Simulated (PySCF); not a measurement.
# BiH3: a look at the electrons

For BiH3, the scripts below analyse its density (charges, bond critical points, surface potential), see where an electron leaves and enters and measure its response to a uniform field.

Method: levels as typed in each script, gas phase, geometry from GFN2-xTB; program: PySCF 2.14.0.

## 1. Starting geometry

SMILES `[BiH3]`, 4 atoms, charge 0, spin multiplicity 1.

Bond lengths: Bi1–H2 1.771 Å, Bi1–H3 1.771 Å, Bi1–H4 1.771 Å. Angles: H2–Bi1–H3 88.7°, H2–Bi1–H4 88.7°, H3–Bi1–H4 88.7°.

Coordinates:

```xyz
4
charge 0, multiplicity 1
Bi   -0.0365    0.0000    0.0002
H     1.0171   -0.5055    1.3312
H     1.0035   -0.9048   -1.1114
H     1.0084    1.4103   -0.2360
```

## 2. Density, bond paths and surface potential (PBE/def2-tzvp)

The input, input.py:

```python
import numpy as np
from pyscf import gto, scf, dft
from pyscf.scf import atom_ks, atom_hf
from scipy.linalg import block_diag

def solve(mol, dm0=None, hcore=None):
    mf = (dft.UKS if mol.spin else dft.RKS)(mol, xc='pbe')
    mf.grids.level = 3
    mf = mf.density_fit(auxbasis='def2-universal-jkfit')
    mf.conv_tol, mf.max_cycle = 1e-8, 80
    if hcore is not None:
        mf.get_hcore = lambda *args: hcore
    mf.kernel(dm0)
    if not mf.converged:
        mf = mf.newton().run(mf.mo_coeff, mf.mo_occ, max_cycle=30)
    assert mf.converged, 'SCF not converged'
    return mf

mol = gto.M(atom='''
Bi    -0.03649     0.00000     0.00020
H      1.01705    -0.50546     1.33120
H      1.00354    -0.90482    -1.11143
H      1.00838     1.41028    -0.23597
''', basis='def2-tzvp', ecp={'Bi': 'def2-tzvp'}, charge=0, spin=0, verbose=4)
mf = solve(mol)
mf.analyze()
# spherically averaged free atoms, for the promolecule
atom_ks.AtomSphAverageRKS.init_guess_by_vsap = lambda self, mol=None: self.init_guess_by_minao(mol)  # core potentials
atm = atom_ks.get_atm_nrks(mol, xc='pbe')
pro = block_diag(*[(atm[a[0]][2] * atm[a[0]][3]) @ atm[a[0]][2].T for a in mol._atom])
np.savez('result.npz', e=mf.e_tot, c=mf.mo_coeff, occ=mf.mo_occ, eps=mf.mo_energy, pro=pro, dip=mf.dip_moment(verbose=0), s2=mf.spin_square()[0])
```

On the command line:

```bash
$ OMP_NUM_THREADS=1 python input.py
```

## 4. Removing and adding an electron (PBE/def2-tzvp)

input.py, as its differences from that of step 2:

```diff
@@ -25,3 +25,12 @@
 mf = solve(mol)
-mf.analyze()
+out = dict(e0=mf.e_tot, dm0=mf.make_rdm1(), c=mf.mo_coeff, occ=mf.mo_occ, eps=mf.mo_energy)
+for name, dq, spin in [('cation', 1, 1)]:
+    ion = mol.copy().set(charge=mol.charge + dq, spin=spin).build()
+    mi = solve(ion)
+    if spin and dq > 0 and mol.nao < 130:
+        c, _, stable, _ = mi.stability(return_status=True)
+        if not stable:
+            mi = solve(ion, mi.make_rdm1(c, mi.mo_occ))
+    print(name, 'vertical energy change / eV', (mi.e_tot - mf.e_tot) * 27.211386)
+    out.update({'e_' + name: mi.e_tot, 'dm_' + name: mi.make_rdm1(), 's2_' + name: mi.spin_square()[0], 'eps_' + name: mi.mo_energy, 'occ_' + name: mi.mo_occ})
 # spherically averaged free atoms, for the promolecule
@@ -30,2 +39,2 @@
 pro = block_diag(*[(atm[a[0]][2] * atm[a[0]][3]) @ atm[a[0]][2].T for a in mol._atom])
-np.savez('result.npz', e=mf.e_tot, c=mf.mo_coeff, occ=mf.mo_occ, eps=mf.mo_energy, pro=pro, dip=mf.dip_moment(verbose=0), s2=mf.spin_square()[0])
+np.savez('result.npz', pro=pro, **out)
```

## 6. Response to an electric field (PBE/def2-tzvp)

input.py, as its differences from that of step 4:

```diff
@@ -24,13 +24,10 @@
 ''', basis='def2-tzvp', ecp={'Bi': 'def2-tzvp'}, charge=0, spin=0, verbose=4)
+field = np.array([0.004, 0.0, 0.0])  # atomic units
+mol.set_common_orig(mol.atom_charges() @ mol.atom_coords() / mol.atom_charges().sum())
 mf = solve(mol)
-out = dict(e0=mf.e_tot, dm0=mf.make_rdm1(), c=mf.mo_coeff, occ=mf.mo_occ, eps=mf.mo_energy)
-for name, dq, spin in [('cation', 1, 1)]:
-    ion = mol.copy().set(charge=mol.charge + dq, spin=spin).build()
-    mi = solve(ion)
-    if spin and dq > 0 and mol.nao < 130:
-        c, _, stable, _ = mi.stability(return_status=True)
-        if not stable:
-            mi = solve(ion, mi.make_rdm1(c, mi.mo_occ))
-    print(name, 'vertical energy change / eV', (mi.e_tot - mf.e_tot) * 27.211386)
-    out.update({'e_' + name: mi.e_tot, 'dm_' + name: mi.make_rdm1(), 's2_' + name: mi.spin_square()[0], 'eps_' + name: mi.mo_energy, 'occ_' + name: mi.mo_occ})
+out = dict(dm0=mf.make_rdm1(), d0=mf.dip_moment(unit='AU'), e0=mf.e_tot)
+for name, sign in (('p', 1), ('m', -1)):
+    h = mf.get_hcore() + sign * np.einsum('x,xij->ij', field, mol.intor('int1e_r'))
+    mi = solve(mol, mf.make_rdm1(), h)
+    out.update({'dm' + name: mi.make_rdm1(), 'd' + name: mi.dip_moment(unit='AU'), 'e' + name: mi.e_tot})
 # spherically averaged free atoms, for the promolecule
```

(Steps that only read results are left out.)

Before running it: what results should come out? Wanted: dipole moment; HOMO, LUMO; vertical ionisation energy; polarisability along the field.

**Answer**, as computed:

```
                                      quantity            value
                 dipole moment (PBE/def2-tzvp)           1.08 D
                    HOMO, LUMO (PBE/def2-tzvp)  -6.77, -0.83 eV
    vertical ionisation energy (PBE/def2-tzvp)         10.04 eV
polarisability along the field (PBE/def2-tzvp)       47.1 bohr³
```

In words: At PBE/def2-tzvp: The highest Hirshfeld charge is on Bi1 (+0.24 e), the lowest on H2, H3 and H4 (−0.08 e). The ionisation energy from two SCF runs, 10.04 eV, lies 3.3 eV above −ε(HOMO) = 6.77 eV of the same level, PBE/def2-tzvp, since self-interaction lifts this functional's HOMO. The geometry was not optimised at these levels.
